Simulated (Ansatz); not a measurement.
# BOF (fluoro(oxo)borane): CCSDT/STO-3G

Aim: the electronic atomisation energy of BOF (fluoro(oxo)borane) at CCSDT/STO-3G, from 4 runs. 

Program for the calculation: Ansatz 0.2.0.

53 further runs of the same task are left out: 4 that didn't finish, 49 set aside as unsound or not needed.

## 1. The molecule

BOF: 3 atoms, total charge 0, spin state singlet. As SMILES, `O=BF`. Geometry: relaxed at PBE0-D4/def2-TZVP.

Bond lengths: O1–B2 1.206 Å, B2–F3 1.282 Å. Angles: O1–B2–F3 180.0°.

## 2. A single-point energy at CCSDT/STO-3G

Contents of input.yaml:

```yaml
crystal:
  periodic: [false, false, false]
  atoms:
    - {symbol: O, position_ang: [0.983100, -0.565100, 0.479900]}
    - {symbol: B, position_ang: [0.020300, -0.011600, 0.009900]}
    - {symbol: F, position_ang: [-1.003400, 0.576800, -0.489800]}
basis:
  gaussian:
    orbitals: STO-3G
accuracy: high
correlation:
  method: ccsdt
  frozen_orbitals: {B: 1, F: 1, O: 1}
total_charge: 0
scf:
  omitted_lower_state_checks: [cluster_reference, increment]
```

Command:

```sh
$ ansatz run input.yaml --threads 1 --pin off --max-ram 2610MiB --events-out events.jsonl --progress --plain --runs-dir runs
```

Log, cut to the lines that bear on the results:

```text
Warning: RAYON_NUM_THREADS=1 ignored (pool sized by the plan → 1); use --threads N
Functional definition: HF
  name "HF"
[...]
248 factors; integrals over basis functions are off by at most 3.4e-8 eV
[...]
mean field -5342.35269246 eV, -196.3278402711 hartree, gradient 1.6e-8 eV, S^2 0.000000; 0 other end points of the search recorded, 0 dependent functions left out
3 core orbitals not correlated: weight in the atoms' cores, before any rotation towards them, 1.000 or more for the frozen orbitals, at most 0.000 for the correlated occupied ones
reference -5342.35269246 eV, -196.3278402711 hartree; 8, 8 occupied and 4, 4 virtual orbitals, 248 factors
second order -3.78524455 eV of doubles, -0.00000000 eV of singles
cycle   1  -3.55504497 eV  change    2.3e-1 eV  update   1.4e-1
[...]
cycle  23  -4.25399342 eV  change   2.3e-10 eV  update  3.9e-10
Total energy: -5346.60668587 eV, -196.4841716457 hartree
Checks for a lower state left out: cluster_reference, increment
```

It took 0.28 s on 1 thread of Intel Xeon Platinum 8488C (Sapphire Rapids), shared host.

## 3. The B atom, same level

Contents of input.yaml:

```yaml
crystal:
  periodic: [false, false, false]
  atoms:
    - {symbol: B, position_ang: [0.000000, 0.000000, 0.000000]}
basis:
  gaussian:
    orbitals: STO-3G
magnetization:
  spin_polarized: true
  initial_magnetization: 1
correlation:
  method: ccsdt
  frozen_orbitals: {B: 1}
accuracy: high
scf:
  omitted_lower_state_checks: [cluster_reference, increment]
```

Command:

```sh
$ ansatz run input.yaml --threads 1 --pin off --max-ram 2610MiB --events-out events.jsonl --progress --plain --runs-dir runs
```

Log, cut to the lines that bear on the results:

```text
Warning: RAYON_NUM_THREADS=1 ignored (pool sized by the plan → 1); use --threads N
[... 2 set-up lines as earlier in the session ...]
[...]
15 factors; integrals over basis functions are off by at most 8.9e-10 eV
[...]
mean field -657.12745801 eV, -24.1489886649 hartree, gradient 0.0e0 eV, S^2 0.750000; 4 other end points of the search recorded, 0 dependent functions left out
1 core orbitals not correlated: weight in the atoms' cores, before any rotation towards them, 1.000 or more for the frozen orbitals, at most 0.000 for the correlated occupied ones
reference -657.12745801 eV, -24.1489886649 hartree; 2, 1 occupied and 2, 3 virtual orbitals, 15 factors
second order -0.50768279 eV of doubles, 0.00000000 eV of singles
cycle   1  -0.78653405 eV  change   -2.8e-1 eV  update   6.4e-2
[...]
cycle  11  -1.08840109 eV  change   4.4e-11 eV  update  3.7e-11
Total energy: -658.21585910 eV, -24.1889866671 hartree
Checks for a lower state left out: cluster_reference, increment
```

It took 0.4 s on 1 thread of Intel Xeon Platinum 8488C (Sapphire Rapids), shared host.

## 4. The F atom, same level

Edit input.yaml of step 3 so:

```diff
@@ -3,3 +3,3 @@
   atoms:
-    - {symbol: B, position_ang: [0.000000, 0.000000, 0.000000]}
+    - {symbol: F, position_ang: [0.000000, 0.000000, 0.000000]}
 basis:
@@ -12,3 +12,3 @@
   method: ccsdt
-  frozen_orbitals: {B: 1}
+  frozen_orbitals: {F: 1}
 accuracy: high
```

Run the same way, it converges to -97.98651 Eh (log not shown).

## 5. The O atom at the same level

Contents of job.yaml:

```yaml
crystal:
  periodic: [false, false, false]
  atoms:
    - {symbol: O, position_ang: [0.000000, 0.000000, 0.000000]}
basis:
  gaussian:
    orbitals: STO-3G
accuracy: high
correlation:
  method: ccsdt
  frozen_orbitals: {O: 1}
scf:
  omitted_lower_state_checks: [cluster_reference, increment]
magnetization:
  spin_polarized: true
  initial_magnetization: 2
```

Run the same way, it converges to -73.80415 Eh (log not shown).

## 6. What came out

At CCSDT/STO-3G, 3 core orbitals frozen:

```
                                             quantity          value
                               molecule: total energy  -196.48417 Eh
molecule: correlation energy (3 core orbitals frozen)     -156.3 mEh
                              molecule: T1 diagnostic          0.018
                                 B atom: total energy   -24.18899 Eh
   B atom: correlation energy (1 core orbital frozen)      -40.0 mEh
            B atom: ⟨S²⟩ of the reference determinant          0.750
                                B atom: T1 diagnostic          0.000
                                 F atom: total energy   -97.98651 Eh
   F atom: correlation energy (1 core orbital frozen)        0.0 mEh
            F atom: ⟨S²⟩ of the reference determinant          0.750
                                F atom: T1 diagnostic          0.000
                                 O atom: total energy   -73.80415 Eh
   O atom: correlation energy (1 core orbital frozen)        0.0 mEh
            O atom: ⟨S²⟩ of the reference determinant          2.000
                                O atom: T1 diagnostic          0.000
                        electronic atomisation energy      13.729 eV
```

In words: Taking the molecule apart into free atoms costs 13.73 eV (317 kcal/mol), before zero-point energy and without spin-orbit coupling. In a minimal basis such a difference can be off by several eV, whatever the method.
